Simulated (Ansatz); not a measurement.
# SbH (singlet): the correlation ladder at distance Sb1–H2 = 1.403 Å, def2-SVP

Aim: climb from Hartree-Fock through coupled cluster and multireference methods for SbH (singlet) at one geometry and basis, and see what each rung misses.

Method: def2-SVP, core rule «outside noble gas», up to 9 orbitals frozen; program: Ansatz 0.2.0, Gaussian basis.

Plan: UHF; CCSD(T) on RHF; CCSD(T) on UHF; BCCD(T) on RHF; CISD; CCSDT(Q) on RHF; CCSDT(Q) on UHF; CISDTQ; CCSDTQ on RHF; CASSCF and MRCISD+Q, 2 electrons in 2 orbitals; CASSCF and NEVPT2, 2 electrons in 2 orbitals; CASSCF and MRCISD+Q, 6 electrons in 5 orbitals; CASSCF and NEVPT2, 6 electrons in 5 orbitals; Full CI.

22 further runs of the same task are left out: 18 that didn't finish, 4 set aside as unsound or not needed.

## 1. What is computed

The geometry derives from a PBE0/def2-TZVP stationary point (not a proven minimum). One bond is set to the value named and the two fragments are kept rigid. No spin-orbit coupling is included. Elements past krypton take def2 core potentials.

2 atoms, charge 0, spin multiplicity 1.

Atoms are counted from 1 here; the program's logs count them from 0.

Bond lengths: Sb1–H2 1.403 Å.

Geometry (Å):

```xyz
2
charge 0, multiplicity 1
Sb    0.0000    0.0000    0.0000
H     0.0000    0.0000    1.4030
```

## 2. UHF

The input, in.yaml:

```yaml
crystal:
  periodic: [false, false, false]
  atoms:
    - {symbol: Sb, position_ang: [0.000000, 0.000000, 0.000000]}
    - {symbol: H, position_ang: [0.000000, 0.000000, 1.403000]}
basis:
  gaussian: {orbitals: def2-SVP}
magnetization: {spin_polarized: true, initial_magnetization: 0}
hamiltonian: {xc: hf}
output: {orbitals: {seedname: orbitals}}
```

On the command line:

```
$ ansatz run in.yaml --threads 1 --pin off --events-out ev --progress --plain --max-ram 2393MiB
```

The runs that follow: CCSD(T) on RHF; CCSD(T) on UHF; BCCD(T) on RHF; CISD; CCSDT(Q) on RHF; CCSDT(Q) on UHF; CISDTQ; CCSDTQ on RHF; CASSCF and MRCISD+Q, 2 electrons in 2 orbitals; CASSCF and NEVPT2, 2 electrons in 2 orbitals; CASSCF and MRCISD+Q, 6 electrons in 5 orbitals; CASSCF and NEVPT2, 6 electrons in 5 orbitals; Full CI.

**Question.** What will the summary of the whole plan be? Wanted: FCI below the RHF energy; RMP2 from FCI; RCCSD from FCI; RCCSD(T) from FCI; RCCSDT(Q) from FCI; NEVPT2 pair from FCI; MRCISD+Q pair from FCI; NEVPT2 valence from FCI; T1 diagnostic.

The runs gave:

| quantity | value |
| --- | --- |
| FCI below the RHF energy | -2.9465 eV |
| RMP2 from FCI | +91.9 kJ/mol |
| RCCSD from FCI | +24.1 kJ/mol |
| RCCSD(T) from FCI | +12.0 kJ/mol |
| RCCSDT(Q) from FCI | -0.2 kJ/mol |
| NEVPT2 pair from FCI | +44.3 kJ/mol |
| MRCISD+Q pair from FCI | -2.9 kJ/mol |
| NEVPT2 valence from FCI | +52.3 kJ/mol |
| levels within 1 kcal/mol (43 meV) | RCCSDT, RCCSDT(Q), RCCSDTQ, MRCISD+Q pair, MRCISD+Q valence |
| T1 diagnostic | 0.009 |
| effectively unpaired electrons | 2.02 |

**Reading.** RCCSD(T) misses by +12.0 kJ/mol, 4.2 % of the correlation energy. RCCSDT(Q), MRCISD+Q pair, MRCISD+Q valence fall below full CI, which methods that aren't variational can do. With 2.0 effectively unpaired electrons against 0 the state is strongly multireference. Coupled cluster on one determinant still stays close here. Of the multireference levels listed MRCISD+Q pair comes nearest in total energy (-2.9 kJ/mol), which doesn't show that its space is the better one. These misses are within one basis, not against nature.
